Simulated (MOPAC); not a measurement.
# How the settings of MOPAC move a run on HfO₂

Simulated with MOPAC 23.2.5. This is a test of settings. The cell began as a measured structure and was relaxed with r2SCAN in plane waves (Ansatz 0.2.0). All runs are without spin polarisation.

Space group Fm-3m (No. 225), cubic; a = 5.058 Å in the conventional setting, 10.79 Å³ an atom. Around Hf lie 8 O at 2.19 Å; around O lie 4 Hf at 2.19 Å.

The base run uses PM7 on a cluster of 96 atoms.

```
PM7 1SCF GRADIENTS AUX(PRECISION=6) THREADS=1
crystal as a cluster of 2x2x2 conventional cells

Hf 5.058365 1 0.000000 1 0.000000 1
O 6.322956 1 1.264591 1 1.264591 1
O 8.852138 1 3.793773 1 3.793773 1
Hf 7.587547 1 2.529182 1 0.000000 1
O 8.852138 1 3.793773 1 1.264591 1
O 1.264591 1 6.322956 1 3.793773 1
Hf 7.587547 1 0.000000 1 2.529182 1
O 8.852138 1 1.264591 1 3.793773 1
O 1.264591 1 3.793773 1 6.322956 1
Hf 0.000000 1 0.000000 1 0.000000 1
O 1.264591 1 1.264591 1 1.264591 1
O 3.793773 1 3.793773 1 3.793773 1
Hf 2.529182 1 2.529182 1 0.000000 1
O 3.793773 1 3.793773 1 1.264591 1
O 6.322956 1 6.322956 1 3.793773 1
Hf 5.058365 1 5.058365 1 0.000000 1
O 6.322956 1 6.322956 1 1.264591 1
O 8.852138 1 8.852138 1 3.793773 1
Hf 7.587547 1 7.587547 1 0.000000 1
O 8.852138 1 8.852138 1 1.264591 1
O 1.264591 1 1.264591 1 3.793773 1
Hf 2.529182 1 0.000000 1 2.529182 1
O 3.793773 1 1.264591 1 3.793773 1
[... 59 lines left out ...]
O 3.793773 1 8.852138 1 6.322956 1
O 6.322956 1 1.264591 1 8.852138 1
Hf 0.000000 1 2.529182 1 7.587547 1
O 1.264591 1 3.793773 1 8.852138 1
O 3.793773 1 6.322956 1 1.264591 1
Hf 2.529182 1 5.058365 1 7.587547 1
O 3.793773 1 6.322956 1 8.852138 1
O 6.322956 1 8.852138 1 1.264591 1
Hf 5.058365 1 7.587547 1 7.587547 1
O 6.322956 1 8.852138 1 8.852138 1
O 8.852138 1 1.264591 1 1.264591 1
Hf 0.000000 1 7.587547 1 7.587547 1
O 1.264591 1 8.852138 1 8.852138 1
O 3.793773 1 1.264591 1 1.264591 1
Tv 10.116729 1 0.000000 1 0.000000 1
Tv 0.000000 1 10.116729 1 0.000000 1
Tv 0.000000 1 0.000000 1 10.116729 1
```

Command: `mopac run.mop`. It took 21 s on 1 thread of Arm Neoverse V2 (shared host), peak memory 0.071 GiB.

It converged with a gap of 9.43 eV. MOPAC's gap is a Hartree-Fock orbital gap, usually far wider than a measured one, and its energy is the heat of formation.

Each further run moved one setting: method (Hamiltonian); CUTOFP (reach of the lattice sums in Å); CHARGE (charge of the cell); cluster (size of the cluster in conventional cells). Changes are from the base run, which isn't itself converged in every setting; energies of another Hamiltonian, functional, basis or charge aren't compared.

| setting | how it ended | gap change (eV) | energy change (meV/atom) | time (s) |
| --- | --- | --- | --- | --- |
| method = PM3 | refused | – | – | 0.04 |
| CUTOFP = 40 | converged | 0.01 | -0.8 | 24 |
| method = RM1 | refused | – | – | 0.04 |
| method = AM1 | refused | – | – | 0.04 |
| CHARGE = 2 (poor on purpose) | refused | – | – | 0.03 |
| cluster = 1x1x1 (poor on purpose) | refused | – | – | 0.04 |

With method = PM3 nothing was computed: the Hamiltonian has no parameters for an element here. CUTOFP = 40 changes nothing that matters here. With method = RM1 nothing was computed: the Hamiltonian has no parameters for an element here. With method = AM1 nothing was computed: the Hamiltonian has no parameters for an element here. With CHARGE = 2 nothing was computed: the program refuses a charged unit cell. With cluster = 1x1x1 nothing was computed: the program refuses so small a cluster.

The end of the log, shortened, for method = PM3:

```
    NO.       ATOM           X           Y           Z
  O: (PM3): J. J. P. STEWART, J. COMP. CHEM. 10, 209 (1989).
 DATA ARE NOT AVAILABLE FOR ELEMENT NO. 72
          SOME ELEMENTS HAVE BEEN SPECIFIED FOR WHICH
          NO PARAMETERS ARE AVAILABLE.  CALCULATION STOPPED.
          Parameters for some elements are missing
           Empirical Formula: O64 Hf32  =    96 atoms
 *     Error and normal termination messages reported in this calculation     *
 * Parameters for some elements are missing                                   *
 * JOB ENDED NORMALLY                                                         *
 TOTAL JOB TIME:             0.00 SECONDS
 == MOPAC DONE ==
```

Spin-orbit coupling is left out.
